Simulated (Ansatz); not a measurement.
Crystal: Te4Pt3.

```
Pt Te
1.0
     1.99400    1.15124   11.79667
    -1.99400    1.15124   11.79667
     0.00000   -2.30247   11.79667
Pt Te
3 4
Direct
  0.85400 0.85400 0.85400
  0.14600 0.14600 0.14600
  0.00000 0.00000 0.00000
  0.70500 0.70500 0.70500
  0.29500 0.29500 0.29500
  0.55700 0.55700 0.55700
  0.44300 0.44300 0.44300
```

Base run:

| Property | Result |
| --- | --- |
| Program | Ansatz 0.2.0 |
| Functional | r2SCAN |
| Potentials or basis | Ansatz PAW |
| Cutoff | 500 eV |
| Density cutoff | 2000 eV |
| k mesh | 8 × 8 × 8 |
| Occupations | fermi-dirac, width 0.05 eV |
| Spin | no spin polarisation |

Its results: band gap on the k mesh none (metal or under the smearing width); pressure 1.7 GPa; largest force 0.656 eV/Å.

**Question.** The run is repeated on the same cell with these changes: functional from r2SCAN to LDA; cutoff from 500 eV to 420 eV; density cutoff from 2000 eV to 1680 eV. What comes out?

**Answer.** Band gap on the k mesh none (metal or under the smearing width); pressure -3.5 GPa; largest force 0.783 eV/Å.

Caveats: the PAW data sets come from PBE, with cores solved anew for the run's functional, which leaves a small shift of forces and pressure.

Not every run made on this cell is shown here.
